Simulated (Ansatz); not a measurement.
# CH5NOSi: two geometries relaxed

Are the two ends of the inversion of the pyramid at N1 separate minima, and which lies lower? Each is relaxed from a guess. SMILES of the start: NC=[SiH]O.

Program: Ansatz 0.2.0. Level of theory: RKS PBE-D4/def2-SVP. These are calculated values, not measurements.

**1. The system as given**

Bond lengths: N1–C2 1.439 Å, C2–Si3 1.762 Å, Si3–O4 1.630 Å, N1–H5 1.013 Å, N1–H6 1.014 Å, C2–H7 1.080 Å, Si3–H8 1.439 Å, O4–H9 0.952 Å. Angles: N1–C2–Si3 124.1°, N1–C2–H7 112.1°, Si3–C2–H7 119.3°, C2–N1–H5 110.3°, C2–N1–H6 111.6°, H5–N1–H6 108.8°, C2–Si3–O4 124.9°, C2–Si3–H8 130.1°, O4–Si3–H8 102.1°, Si3–O4–H9 122.5°.

Coordinates:

```xyz
9

N    -0.0653    1.1951   -1.0543
C     0.3561   -0.1625   -0.8329
Si    0.3785   -0.9456    0.7458
O    -0.5086   -0.4794    2.0316
H    -0.2589    1.3465   -2.0375
H    -0.8966    1.4196   -0.5191
H     1.0276   -0.5098   -1.6037
H     0.7597   -2.2842    1.1120
H    -0.7924    0.4203    2.1581
```

**2. End point A**

Contents of input.yaml:

```yaml
crystal:
  periodic: [false, false, false]
  atoms:
    - { symbol: "N", position_ang: [-0.06531, 1.1951, -1.05432] }
    - { symbol: C, position_ang: [0.3561, -0.16253, -0.83287] }
    - { symbol: Si, position_ang: [0.37851, -0.94555, 0.74583] }
    - { symbol: O, position_ang: [-0.50857, -0.47941, 2.03165] }
    - { symbol: H, position_ang: [-0.25892, 1.34647, -2.03747] }
    - { symbol: H, position_ang: [-0.89664, 1.41962, -0.51913] }
    - { symbol: H, position_ang: [1.02757, -0.50979, -1.60372] }
    - { symbol: H, position_ang: [0.75969, -2.28419, 1.11198] }
    - { symbol: H, position_ang: [-0.79242, 0.42028, 2.15806] }
basis:
  gaussian: { orbitals: def2-SVP }
hamiltonian:
  xc: pbe
  dispersion: d4
relax:
  f_tol: 0.015
  max_steps: 40
```

Started as:

```console
$ ansatz run input.yaml --threads 1 --pin off --max-ram 2048MiB --backend cpu --events-out ev --progress --plain --runs-dir out
```

Standard output, cut to the lines that bear on the results:

```text
Warning: RAYON_NUM_THREADS=1 ignored (pool sized by the plan → 1); use --threads N
[...]
Functional definition: PBE
[...]
959 factors; their error is unknown
[...]
mean field -12516.52794901 eV, -459.9739181186 hartree, gradient 1.5e-5 eV, S^2 0.000000; 0 other end points of the search recorded, 0 dependent functions left out
[...]
reference -12516.52798181 eV, -459.9739193240 hartree; 20, 20 occupied and 65, 65 virtual orbitals, 959 factors
relax step   1: F+E_penalty+E_count = -12516.69199944 eV  Δ(F+E_penalty+E_count) = +0.000e0 eV  max|allowed force component| = 1.488e0 eV/Å  Δτ_max = 0.0000 Å  (30 SCF iters, accepted)
[...]
relax step   4: F+E_penalty+E_count = -12516.99065181 eV  Δ(F+E_penalty+E_count) = -8.264e-2 eV  max|allowed force component| = 8.774e-1 eV/Å  Δτ_max = 0.1888 Å  (38 SCF iters, accepted)
[...]
relax step   7: F+E_penalty+E_count = -12517.10829995 eV  Δ(F+E_penalty+E_count) = -7.868e-2 eV  max|allowed force component| = 5.643e-1 eV/Å  Δτ_max = 0.0975 Å  (31 SCF iters, accepted)
[...]
relax step  10: F+E_penalty+E_count = -12517.15478585 eV  Δ(F+E_penalty+E_count) = +6.833e-4 eV  max|allowed force component| = 1.199e0 eV/Å  Δτ_max = 0.0919 Å  (30 SCF iters, rejected (line search))
[...]
relax step  11: F+E_penalty+E_count = -12517.18324741 eV  Δ(F+E_penalty+E_count) = -2.778e-2 eV  max|allowed force component| = 1.014e-1 eV/Å  Δτ_max = 0.0453 Å  (32 SCF iters, accepted)
[...]
relax step  12: F+E_penalty+E_count = -12517.19509223 eV  Δ(F+E_penalty+E_count) = -1.184e-2 eV  max|allowed force component| = 4.236e-1 eV/Å  Δτ_max = 0.0981 Å  (31 SCF iters, accepted)
```

**3. More of the same log: end point A relaxed**

The log, continued, cut to the lines that bear on the results:

```text
[...]
959 factors; their error is unknown
mean field -12517.03552506 eV, -459.9925711947 hartree, gradient 2.1e-5 eV, S^2 0.000000; 0 other end points of the search recorded, 0 dependent functions left out
[...]
reference -12517.03555914 eV, -459.9925724470 hartree; 20, 20 occupied and 65, 65 virtual orbitals, 959 factors
relax step  13: F+E_penalty+E_count = -12517.20246229 eV  Δ(F+E_penalty+E_count) = -7.370e-3 eV  max|allowed force component| = 5.003e-1 eV/Å  Δτ_max = 0.0821 Å  (30 SCF iters, accepted)
[...]
relax step  19: F+E_penalty+E_count = -12517.22191355 eV  Δ(F+E_penalty+E_count) = -4.786e-4 eV  max|allowed force component| = 2.238e-2 eV/Å  Δτ_max = 0.0234 Å  (33 SCF iters, accepted)
[...]
relax step  20: F+E_penalty+E_count = -12517.22200935 eV  Δ(F+E_penalty+E_count) = -9.579e-5 eV  max|allowed force component| = 1.312e-2 eV/Å  Δτ_max = 0.0100 Å  (34 SCF iters, accepted)
[...]
Total energy: -12517.22204335 eV, -459.9994256154 hartree
Atom 0 at    -0.293691     0.861973    -1.099606 Å, force    -0.006564     0.011464    -0.005220 eV/Å
Atom 1 at     0.499423    -0.175110    -0.790427 Å, force     0.006602    -0.004706     0.013124 eV/Å
Atom 2 at     0.678758    -0.745730     0.945987 Å, force     0.012374    -0.004213    -0.011858 eV/Å
Atom 3 at    -0.771249    -0.058057     1.608805 Å, force    -0.003394     0.002591     0.011277 eV/Å
Atom 4 at    -0.234782     1.394034    -1.968896 Å, force    -0.001287    -0.003297     0.001465 eV/Å
Atom 5 at    -0.944809     1.180275    -0.371630 Å, force    -0.000204     0.000821    -0.001800 eV/Å
Atom 6 at     1.174333    -0.510586    -1.599416 Å, force     0.001279    -0.000223    -0.003809 eV/Å
Atom 7 at     0.505955    -2.249001     0.777331 Å, force    -0.004137    -0.001160     0.003351 eV/Å
Atom 8 at    -0.613928     0.302203     2.497863 Å, force    -0.004669    -0.001279    -0.006529 eV/Å
Dipole moment:    -0.140165     0.570978    -0.408754 e Å
```

It took 61 s on 1 thread of an x86-64 CPU, shared host; peak memory 0.17 GiB.

The steps of the relaxation:

```tsv
step	energy from step 1 (eV)	largest force component (eV/Å)
1	0.0000	1.4880
2	-0.1493	0.7401
3	-0.2160	0.4648
4	-0.2987	0.8774
5	-0.3376	1.2329
6x	-0.3363	0.9258
7	-0.4163	0.5643
8	-0.4449	0.3667
9	-0.4635	0.6169
10x	-0.4628	1.1994
11	-0.4912	0.1014
12	-0.5031	0.4236
13	-0.5105	0.5003
14x	-0.4978	0.2937
15	-0.5201	0.1478
16	-0.5254	0.0883
17	-0.5283	0.1288
18	-0.5294	0.0438
19	-0.5299	0.0224
20	-0.5300	0.0131
```

Step 1 is the start. 3 steps were tried and not accepted (marked x).

After: Bond lengths: N1–C2 1.342 Å, C2–Si3 1.837 Å, Si3–O4 1.736 Å, N1–H5 1.021 Å, N1–H6 1.027 Å, C2–H7 1.106 Å, Si3–H8 1.523 Å, O4–H9 0.972 Å. Angles: N1–C2–Si3 121.0°, N1–C2–H7 115.3°, Si3–C2–H7 122.5°, C2–N1–H5 124.4°, C2–N1–H6 116.8°, H5–N1–H6 118.6°, C2–Si3–O4 99.0°, C2–Si3–H8 101.0°, O4–Si3–H8 109.8°, Si3–O4–H9 111.1°.

**4. Relaxing end B**

The second end starts from a geometry with the move made by hand.

input.yaml: that of step 2 with these lines changed.

```diff
@@ -7,4 +7,4 @@
     - { symbol: O, position_ang: [-0.50857, -0.47941, 2.03165] }
-    - { symbol: H, position_ang: [-0.25892, 1.34647, -2.03747] }
-    - { symbol: H, position_ang: [-0.89664, 1.41962, -0.51913] }
+    - { symbol: H, position_ang: [0.56806, 1.65901, -1.69511] }
+    - { symbol: H, position_ang: [-0.09782, 1.72152, -0.18842] }
     - { symbol: H, position_ang: [1.02757, -0.50979, -1.60372] }
```

Started as:

```console
$ ansatz run input.yaml --threads 1 --pin off --max-ram 2048MiB --backend cpu --events-out ev --progress --plain --runs-dir out
```

Standard output, cut to the lines that bear on the results:

```text
Warning: RAYON_NUM_THREADS=1 ignored (pool sized by the plan → 1); use --threads N
[...]
[... 1 set-up line as earlier in the session ...]
[...]
959 factors; their error is unknown
[...]
mean field -12516.44488416 eV, -459.9708655418 hartree, gradient 3.3e-5 eV, S^2 0.000000; 0 other end points of the search recorded, 0 dependent functions left out
[...]
reference -12516.44491678 eV, -459.9708667408 hartree; 20, 20 occupied and 65, 65 virtual orbitals, 959 factors
relax step   1: F+E_penalty+E_count = -12516.60946939 eV  Δ(F+E_penalty+E_count) = +0.000e0 eV  max|allowed force component| = 1.456e0 eV/Å  Δτ_max = 0.0000 Å  (31 SCF iters, accepted)
[...]
relax step   4: F+E_penalty+E_count = -12516.98904983 eV  Δ(F+E_penalty+E_count) = -8.967e-2 eV  max|allowed force component| = 7.986e-1 eV/Å  Δτ_max = 0.2000 Å  (38 SCF iters, accepted)
[...]
relax step   7: F+E_penalty+E_count = -12517.03443097 eV  Δ(F+E_penalty+E_count) = +3.216e-2 eV  max|allowed force component| = 1.429e0 eV/Å  Δτ_max = 0.2000 Å  (37 SCF iters, rejected (line search))
[...]
relax step  10: F+E_penalty+E_count = -12517.11993796 eV  Δ(F+E_penalty+E_count) = +2.153e-2 eV  max|allowed force component| = 1.526e0 eV/Å  Δτ_max = 0.1464 Å  (38 SCF iters, rejected (line search))
[...]
relax step  13: F+E_penalty+E_count = -12517.17205077 eV  Δ(F+E_penalty+E_count) = +1.650e-3 eV  max|allowed force component| = 1.124e0 eV/Å  Δτ_max = 0.1074 Å  (31 SCF iters, rejected (line search))
[...]
relax step  14: F+E_penalty+E_count = -12517.18597661 eV  Δ(F+E_penalty+E_count) = -1.228e-2 eV  max|allowed force component| = 2.206e-1 eV/Å  Δτ_max = 0.0537 Å  (32 SCF iters, accepted)
[...]
959 factors; their error is unknown
```

**5. The log goes on: end point B relaxed**

Output, continued, cut to the lines that bear on the results:

```text
mean field -12517.02711110 eV, -459.9922619871 hartree, gradient 9.7e-6 eV, S^2 0.000000; 0 other end points of the search recorded, 0 dependent functions left out
[...]
reference -12517.02714515 eV, -459.9922632387 hartree; 20, 20 occupied and 65, 65 virtual orbitals, 959 factors
relax step  15: F+E_penalty+E_count = -12517.19371835 eV  Δ(F+E_penalty+E_count) = -7.742e-3 eV  max|allowed force component| = 2.028e-1 eV/Å  Δτ_max = 0.0563 Å  (32 SCF iters, accepted)
[...]
relax step  17: F+E_penalty+E_count = -12517.21187295 eV  Δ(F+E_penalty+E_count) = -5.414e-3 eV  max|allowed force component| = 5.671e-1 eV/Å  Δτ_max = 0.0933 Å  (32 SCF iters, accepted)
[...]
relax step  19: F+E_penalty+E_count = -12517.22035144 eV  Δ(F+E_penalty+E_count) = -4.059e-3 eV  max|allowed force component| = 9.292e-2 eV/Å  Δτ_max = 0.0338 Å  (34 SCF iters, accepted)
[...]
Total energy: -12517.22204923 eV, -459.9994258313 hartree
Atom 0 at     0.092324     1.053277    -0.956202 Å, force     0.000667     0.004062    -0.005988 eV/Å
Atom 1 at     0.682361    -0.126634    -0.709375 Å, force    -0.003293     0.003890     0.000458 eV/Å
Atom 2 at     0.675835    -0.855978     0.975210 Å, force     0.002956    -0.001984     0.007793 eV/Å
Atom 3 at    -0.669586     0.013962     1.644350 Å, force    -0.004910     0.002258    -0.000674 eV/Å
Atom 4 at     0.284661     1.634144    -1.773374 Å, force    -0.000603    -0.003355     0.001297 eV/Å
Atom 5 at    -0.532739     1.420782    -0.228781 Å, force    -0.000265    -0.001283     0.002742 eV/Å
Atom 6 at     1.330857    -0.507673    -1.519736 Å, force     0.003317    -0.001664    -0.003114 eV/Å
Atom 7 at     0.262360    -2.290067     0.675211 Å, force    -0.001036     0.000074    -0.001938 eV/Å
Atom 8 at    -0.500264     0.272627     2.565777 Å, force     0.003166    -0.001998    -0.000576 eV/Å
Dipole moment:    -0.021045     0.616874    -0.361294 e Å
```

Wall time 74 s (1 thread of an x86-64 CPU, shared host); peak memory 0.17 GiB.

The steps of the relaxation:

```tsv
step	energy from step 1 (eV)	largest force component (eV/Å)
1	0.0000	1.4564
2	-0.2150	0.8256
3	-0.2899	0.6106
4	-0.3796	0.7986
5	-0.4316	0.8132
6	-0.4571	1.1648
7x	-0.4250	1.4293
8	-0.5083	0.2533
9	-0.5320	0.2002
10x	-0.5105	1.5262
11	-0.5494	0.1772
12	-0.5642	0.3219
13x	-0.5626	1.1238
14	-0.5765	0.2206
15	-0.5842	0.2028
16	-0.5970	0.2433
17	-0.6024	0.5671
18	-0.6068	0.1265
19	-0.6109	0.0929
20	-0.6119	0.0487
21	-0.6122	0.0516
22	-0.6125	0.0257
23	-0.6125	0.0078
```

Step 1 is the start. 3 steps were tried and not accepted (marked x).

After: Bond lengths: N1–C2 1.342 Å, C2–Si3 1.836 Å, Si3–O4 1.736 Å, N1–H5 1.021 Å, N1–H6 1.027 Å, C2–H7 1.106 Å, Si3–H8 1.522 Å, O4–H9 0.972 Å. Angles: N1–C2–Si3 121.1°, N1–C2–H7 115.2°, Si3–C2–H7 122.5°, C2–N1–H5 124.4°, C2–N1–H6 116.9°, H5–N1–H6 118.6°, C2–Si3–O4 99.1°, C2–Si3–H8 101.2°, O4–Si3–H8 109.7°, Si3–O4–H9 111.3°.

**6. Outcome**

```
                           quantity                     value
                              end A  16 moves, 0.530 eV lower
                              end B  19 moves, 0.613 eV lower
largest difference between the ends                    0.00 Å
            end B relative to end A                 -0.000 eV
```

**Reading.** The two relaxations end at one structure, within 0.00 Å: no second minimum was found from this start, which doesn't rule one out.
